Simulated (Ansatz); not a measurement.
Geometry optimisation, DFT LDA, scalar-relativistic, plane waves, PAW in Ansatz.

input.yaml

```yaml
crystal:
  lattice:
    - [5.75134, 0.0, 0.0]
    - [-2.87567, 4.980807, 0.0]
    - [0.0, 0.0, 16.22571]
  atoms:
    - { symbol: W, position: [0.0, 0.0, 0.06163059] }
    - { symbol: C, position: [0.33333333, 0.16666665, 0.14844158] }
    - { symbol: W, position: [0.0, 0.0, 0.23525257] }
    - { symbol: C, position: [0.33333333, 0.16666665, 0.32206356] }
    - { symbol: W, position: [-2.0e-08, 0.49999995, 0.06163059] }
    - { symbol: C, position: [0.3333333, 0.66666661, 0.14844158] }
    - { symbol: W, position: [-2.0e-08, 0.49999995, 0.23525257] }
    - { symbol: C, position: [0.3333333, 0.66666661, 0.32206356] }
    - { symbol: W, position: [0.5, 0.0, 0.06163059] }
    - { symbol: C, position: [0.83333333, 0.16666665, 0.14844158] }
    - { symbol: W, position: [0.5, 0.0, 0.23525257] }
    - { symbol: C, position: [0.83333333, 0.16666665, 0.32206356] }
    - { symbol: W, position: [0.49999998, 0.49999995, 0.06163059] }
    - { symbol: C, position: [0.8333333, 0.66666661, 0.14844158] }
    - { symbol: W, position: [0.49999998, 0.49999995, 0.23525257] }
    - { symbol: C, position: [0.8333333, 0.66666661, 0.32206356] }
    - { symbol: F, position: [0.0, 0.0, 0.37321695] }
    - { symbol: F, position: [0.09259068, -0.18721981, 0.37629848] }
basis:
  ecutwfc: 420.0
kpoints:
  mp_grid: { grid: [3, 3, 1] }
hamiltonian:
  xc: lda
  pseudopotentials: { kind: paw, azcp: { folder: soft_1 } }
scf:
  occupations: { method: fermi_dirac, width: 0.1 }
  lower_state_search: "off"
relax:
  f_tol: 0.03
  max_steps: 60
  adjacent_minimum: "off"
  constraints: [{ sites: [0, 4, 8, 12] }]
output:
  write_density: true
  write_potential: true
  elf: true
  volumetric_format: npy
```

Run as:

```bash
$ ansatz run input.yaml --threads 4 --pin off --max-ram 10240MiB --backend cpu --events-out ev --progress --plain --runs-dir out
```

Problem. Where does it end, and by what steps?

Solution. The run converged. Limits of this set-up: coarse k mesh, thin slab, slab without dipole correction, no dispersion correction for a molecule that may bind weakly, PAW files made for another functional, a typed lattice constant that wasn't relaxed here. After 11 steps the energy has fallen by 13.430 eV; F17 moved furthest, 1.72 Å. The start is strongly strained (largest force component 14 eV/Å), so its close contacts needn't be bonds. Parted: W3–F17 (2.24 → 3.08 Å). Joined: C12–F17 (1.86 → 1.31 Å).

```
step  energy less start (eV)  largest force component (eV/Å)  accepted
   0                  0.0000                          14.254       yes
   1                 -6.6771                           6.538       yes
   2                 -9.2260                           3.815       yes
   3                -10.9439                           2.859       yes
   4                -11.7098                           2.256       yes
   5                -12.1928                           4.240       yes
   6                -12.7056                           1.409       yes
   7                -13.0436                           1.045       yes
   8                -13.2805                           0.628       yes
   9                -13.4136                           0.188       yes
  10                -13.4296                           0.075       yes
  11                -13.4301                           0.016       yes
```

```xyz
18
Lattice="5.7513 0.0000 0.0000 -2.8757 4.9808 0.0000 0.0000 0.0000 16.2257" Properties=species:S:1:pos:R:3
W 0.000 0.000 1.000
C 1.439 0.831 2.294
W -0.005 -0.003 3.796
C 1.386 0.800 4.929
W -1.438 2.490 1.000
C 0.001 3.321 2.294
W -1.442 2.487 3.796
C -0.052 3.290 4.929
W 2.876 0.000 1.000
C 4.307 0.826 2.320
W 2.862 -0.008 3.824
C 4.331 0.840 5.070
W 1.438 2.490 1.000
C 2.869 3.317 2.321
W 1.424 2.482 3.824
C 2.894 3.331 5.070
F -1.488 0.801 6.379
F -0.049 -1.689 6.379
```

Whether the end is a true minimum wasn't checked by a vibrational analysis.

Run time: 61 s on 4 threads of INTEL(R) XEON(R) PLATINUM 8581C CPU @ 2.10GHz (Emerald Rapids), with other jobs on the host, peak memory 1.4 GiB.
